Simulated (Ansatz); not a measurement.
# GeCl2 (SMILES Cl[Ge]Cl): B3LYP/aug-cc-pVDZ

What is the vertical ionisation energy of GeCl2 at B3LYP/aug-cc-pVDZ? 

Program for the calculation: Ansatz 0.2.0.

36 further runs of the same task are left out: 36 set aside as unsound or not needed.

## (1) The system as given

GeCl2 has 3 atoms, charge 0, and is taken as a singlet. As SMILES, `Cl[Ge]Cl`. The shape is that of a PBE0-D4/def2-TZVP optimisation.

Bond lengths: Cl1–Ge2 2.182 Å, Ge2–Cl3 2.182 Å. Angles: Cl1–Ge2–Cl3 100.0°.

## (2) The energy at B3LYP/aug-cc-pVDZ

Contents of run.yaml:

```yaml
crystal:
  periodic: [false, false, false]
  atoms:
    - {symbol: Cl, position_ang: [-0.065420, -1.681680, 0.422740]}
    - {symbol: Ge, position_ang: [-0.421210, 0.067170, -0.832020]}
    - {symbol: Cl, position_ang: [0.486630, 1.614500, 0.409270]}
basis:
  gaussian: {orbitals: aug-cc-pVDZ}
total_charge: 0
hamiltonian: {xc: {name: B3LYP}}
accuracy: high
output: {orbitals: {seedname: orbitals}}
```

On the command line:

```bash
$ ansatz run run.yaml --threads 1 --pin off --max-ram 3480MiB --events-out events.jsonl --progress --plain --runs-dir runs
```

Standard output:

```text
Warning: RAYON_NUM_THREADS=1 ignored (pool sized by the plan → 1); use --threads N
Functional definition: B3LYP
  name "B3LYP"
  parameter a0 = 0.2
  parameter ax = 0.72
  parameter ac = 0.81
  exchange = (1 - a0 - ax)*slater_x + ax*b88_x + a0*exact_x
  correlation = (1 - ac)*vwn_rpa_c + ac*lyp_c
1751 factors; integrals over basis functions are off by at most 4.4e-9 eV
mean field evaluation 1: about -81566.3418 eV, gradient 2.0e1 eV
mean field evaluation 2: about -81564.5231 eV, gradient 3.2e1 eV
mean field evaluation 4: about -81567.4922 eV, gradient 6.8e-1 eV
mean field evaluation 8: about -81567.5437 eV, gradient 2.7e-2 eV
mean field evaluation 16: about -81567.5437 eV, gradient 5.9e-7 eV
mean field -81567.54374438 eV, -2997.5519441391 hartree, gradient 3.8e-8 eV, S^2 0.000000; 0 other end points of the search recorded, 0 dependent functions left out
reference -81567.54377641 eV, -2997.5519453161 hartree; 33, 33 occupied and 57, 57 virtual orbitals, 1751 factors
Total energy: -81567.54377641 eV, -2997.5519453161 hartree
```

Wall time 7.5 s (1 thread of Arm Neoverse V2, shared host); peak memory 0.31 GiB.

## (3) The doublet cation

Contents of in.yaml:

```yaml
crystal:
  periodic: [false, false, false]
  atoms:
    - {symbol: Cl, position_ang: [-0.065420, -1.681680, 0.422740]}
    - {symbol: Ge, position_ang: [-0.421210, 0.067170, -0.832020]}
    - {symbol: Cl, position_ang: [0.486630, 1.614500, 0.409270]}
basis:
  gaussian:
    orbitals: aug-cc-pVDZ
total_charge: 1
magnetization:
  spin_polarized: true
  initial_magnetization: 1
hamiltonian:
  xc: {name: B3LYP}
accuracy: high
output: {orbitals: {seedname: orbitals}}
```

On the command line:

```bash
$ ansatz run in.yaml --threads 1 --pin off --max-ram 3480MiB --events-out events.jsonl --progress --plain --runs-dir runs
```

Standard output, cut to the lines that bear on the results:

```text
Warning: RAYON_NUM_THREADS=1 ignored (pool sized by the plan → 1); use --threads N
[... 7 set-up lines as earlier in the session ...]
1753 factors; integrals over basis functions are off by at most 4.4e-9 eV
mean field evaluation 1: about -81551.8725 eV, gradient 2.8e1 eV
mean field evaluation 2: about -81525.2966 eV, gradient 6.9e1 eV
mean field evaluation 4: about -81556.9976 eV, gradient 3.9e0 eV
mean field evaluation 8: about -81557.1549 eV, gradient 9.2e-2 eV
mean field evaluation 16: about -81557.1550 eV, gradient 3.2e-5 eV
mean field evaluation 32: about -81557.0048 eV, gradient 1.0e0 eV
mean field -81557.15501219 eV, -2997.1701652727 hartree, gradient 5.9e-8 eV, S^2 0.756635; 2 other end points of the search recorded, 0 dependent functions left out
reference -81557.15505207 eV, -2997.1701667384 hartree; 33, 32 occupied and 57, 58 virtual orbitals, 1753 factors
Total energy: -81557.15505207 eV, -2997.1701667384 hartree
```

Wall time 17 s (1 thread of Arm Neoverse V2, shared host); peak memory 0.47 GiB.

## (4) Outcome

At B3LYP/aug-cc-pVDZ:

```
                                          quantity           value
                       singlet GeCl2: total energy  -2997.55195 Eh
                        singlet GeCl2: HOMO energy        -8.02 eV
                        singlet GeCl2: LUMO energy        -3.37 eV
                      singlet GeCl2: HOMO–LUMO gap         4.65 eV
                      doublet cation: total energy  -2997.17017 Eh
doublet cation: HOMO energy (highest over α and β)       -14.80 eV
 doublet cation: LUMO energy (lowest over α and β)       -12.78 eV
                              doublet cation: ⟨S²⟩           0.757
vertical ionisation energy (to the doublet cation)       10.389 eV
```

**Reading.** The vertical ionisation energy comes to 10.39 eV (1002 kJ/mol). The negative HOMO energy of the first species, 8.02 eV, lies 2.37 eV below that difference.
